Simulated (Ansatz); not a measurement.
# C2H9NSi: the cost of one run

Method: RKS PBE-D4/6-31G, in Ansatz 0.2.0.

## Step 1: Starting point

Bond lengths: Si1–N2 1.820 Å, N2–C3 1.470 Å, C3–H4 1.110 Å, C3–H5 1.110 Å, C3–H6 1.110 Å, N2–C7 1.470 Å, C7–H8 1.110 Å, C7–H9 1.110 Å, C7–H10 1.110 Å, Si1–H11 1.460 Å, Si1–H12 1.459 Å, Si1–H13 1.459 Å. Angles (14 of 21 angles, heavy atoms first): Si1–N2–C3 120.0°, Si1–N2–C7 120.0°, C3–N2–C7 120.0°, N2–Si1–H11 109.5°, N2–Si1–H12 109.5°, N2–Si1–H13 109.5°, N2–C3–H4 109.5°, N2–C3–H5 109.5°, N2–C3–H6 109.5°, N2–C7–H8 109.5°, N2–C7–H9 109.5°, N2–C7–H10 109.5°, H11–Si1–H12 109.5°, H11–Si1–H13 109.5°.

Structure file:

```xyz
13

Si    0.0000    0.0000    0.0000
N     0.0000    0.0000    1.8200
C    -1.2162   -0.3762    2.5550
H    -1.8642   -0.9999    1.9045
H    -0.9378   -0.9533    3.4614
H    -1.7663    0.5401    2.8549
C     1.2162    0.3762    2.5550
H     1.4641   -0.4163    3.2916
H     2.0585    0.4943    1.8418
H     1.0457    1.3351    3.0874
H     1.3768    0.0000   -0.4862
H    -0.6877    1.1914   -0.4862
H    -0.6877   -1.1914   -0.4862
```

## Step 2: Relaxing the start

Input file input.yaml:

```yaml
crystal:
  periodic: [false, false, false]
  atoms:
    - { symbol: Si, position_ang: [0.0, 0.0, 0.0] }
    - { symbol: "N", position_ang: [0.0, 0.0, 1.82] }
    - { symbol: C, position_ang: [-1.2162, -0.3762, 2.555] }
    - { symbol: H, position_ang: [-1.8642, -0.9999, 1.9045] }
    - { symbol: H, position_ang: [-0.9378, -0.9533, 3.4614] }
    - { symbol: H, position_ang: [-1.7663, 0.5401, 2.8549] }
    - { symbol: C, position_ang: [1.2162, 0.3762, 2.555] }
    - { symbol: H, position_ang: [1.4641, -0.4163, 3.2916] }
    - { symbol: H, position_ang: [2.0585, 0.4943, 1.8418] }
    - { symbol: H, position_ang: [1.0457, 1.3351, 3.0874] }
    - { symbol: H, position_ang: [1.3768, 0.0, -0.4862] }
    - { symbol: H, position_ang: [-0.6877, 1.1914, -0.4862] }
    - { symbol: H, position_ang: [-0.6877, -1.1914, -0.4862] }
basis:
  gaussian: { orbitals: "6-31G" }
hamiltonian:
  xc: pbe
  dispersion: d4
relax:
  f_tol: 0.02
  max_steps: 40
```

The run is started by

```
$ ansatz run input.yaml --threads 1 --pin off --max-ram 2048MiB --backend cpu --events-out ev --progress --plain --runs-dir out
```

What time and memory should one allow on 1 thread of Arm Neoverse V1, shared host?

About 25 s, with a peak of 0.14 GiB.
